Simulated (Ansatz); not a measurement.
# C₂H₆FNO₂W: geometry and vibrations

What shape does C₂H₆FNO₂W take? The plan is to relax it, check the end point by its vibrations and derive ideal-gas thermochemistry, and look at its orbitals and charge.

Computed with Ansatz 0.2.0, Gaussian basis. Level: RKS PBE0-D4/def2-TZVP.

Levels to be run: relaxation at PBE0-D4/def2-TZVP; harmonic vibrations at the same level; a single point in def2-TZVPP for the fields.

## (1) The starting structure

13 atoms, charge 0, spin multiplicity 1.

Atoms are counted from 1 here; the program's logs count them from 0.

Bond lengths: C1–N2 1.468 Å, C1–H8 1.098 Å, C1–H9 1.100 Å, C1–H10 1.097 Å, N2–C3 1.468 Å, N2–W4 1.951 Å, C3–H11 1.100 Å, C3–H12 1.098 Å, C3–H13 1.097 Å, W4–O5 1.687 Å, W4–O6 1.687 Å, W4–F7 1.888 Å. Angles: N2–C1–H8 110.6°, N2–C1–H9 110.3°, N2–C1–H10 109.7°, H8–C1–H9 108.2°, H8–C1–H10 108.8°, H9–C1–H10 109.2°, C1–N2–C3 109.6°, C1–N2–W4 123.0°, C3–N2–W4 123.1°, N2–C3–H11 110.4°, N2–C3–H12 110.6°, N2–C3–H13 109.6°, H11–C3–H12 108.2°, H11–C3–H13 109.2°, H12–C3–H13 108.8°, N2–W4–O5 105.7°, N2–W4–O6 105.7°, N2–W4–F7 104.8° and more.

Coordinates:

```
atom    x (Å)    y (Å)    z (Å)
  C1  -0.4918  -0.2336   1.4129
  N2  -0.0893  -0.1989   0.0013
  C3   1.1397  -0.9810  -0.1788
  W4  -0.6476   1.2075  -1.2296
  O5   0.7236   1.5939  -2.1329
  O6  -1.2116   2.4663  -0.2587
  F7  -2.0108   0.4233  -2.2736
  H8  -0.7062  -1.2632   1.7284
  H9   0.3145   0.1596   2.0503
 H10  -1.3927   0.3753   1.5552
 H11   1.9365  -0.5982   0.4757
 H12   0.9668  -2.0357   0.0726
 H13   1.4690  -0.9153  -1.2229
```

The start is a GFN2-xTB geometry. W takes the def2 core potential; no spin-orbit term is included.

## (2) Relaxation at PBE0-D4/def2-TZVP

Input file in.yaml:

```yaml
crystal:
  periodic: [false, false, false]
  atoms:
    - {symbol: C, position_ang: [-0.491790, -0.233630, 1.412900]}
    - {symbol: N, position_ang: [-0.089350, -0.198870, 0.001320]}
    - {symbol: C, position_ang: [1.139690, -0.981030, -0.178780]}
    - {symbol: W, position_ang: [-0.647570, 1.207470, -1.229570]}
    - {symbol: O, position_ang: [0.723550, 1.593940, -2.132910]}
    - {symbol: O, position_ang: [-1.211570, 2.466280, -0.258740]}
    - {symbol: F, position_ang: [-2.010820, 0.423260, -2.273600]}
    - {symbol: H, position_ang: [-0.706240, -1.263250, 1.728420]}
    - {symbol: H, position_ang: [0.314450, 0.159650, 2.050300]}
    - {symbol: H, position_ang: [-1.392680, 0.375340, 1.555220]}
    - {symbol: H, position_ang: [1.936520, -0.598160, 0.475730]}
    - {symbol: H, position_ang: [0.966810, -2.035690, 0.072630]}
    - {symbol: H, position_ang: [1.468990, -0.915300, -1.222940]}
basis:
  gaussian: {orbitals: def2-TZVP}
hamiltonian: {xc: pbe0, dispersion: d4}
relax: {f_tol: 0.005, max_steps: 150}
```

Run with:

```bash
$ ansatz run in.yaml --threads 2 --pin off --events-out ev --progress --plain --max-ram 32768MiB --backend cuda --devices 0, --max-vram 18GiB
```

Further steps of the session: Harmonic vibrations; A single point for the fields.

Q: Predict the results of all the runs planned. Wanted: point group; shift from the start; total energy; dispersion term; dipole moment; lowest, highest wavenumber; zero-point energy; HOMO, LUMO.

The runs gave:

```
                  quantity            value
               point group               Cs
                     steps                7
shift from the start (rms)          0.124 Å
              total energy   -12296.9143 eV
           dispersion term         -281 meV
             dipole moment           4.94 D
lowest, highest wavenumber    58, 3149 cm⁻¹
         zero-point energy    57.2 kcal/mol
       entropy at 298.15 K  403.7 J/(mol K)
                HOMO, LUMO  -7.90, -1.41 eV
```

In words: The atoms moved 0.12 Å (rms) from the start; the bond that changed most is N2–W4, from 1.951 to 1.920 Å. No mode is imaginary: a true minimum at this level. The stiffest mode, 3149 cm⁻¹, is a C–H stretch, and 5 modes under 200 cm⁻¹ make the vibrational entropy uncertain. Harmonic hybrid wavenumbers usually lie a few per cent above measured fundamentals. The largest Mulliken charge, +1.45 e, sits on W4. The HOMO lies mostly on N2 52 %; O5, O6 about 7 % each and the LUMO on W4 53 %; O5, O6 about 16 % each.
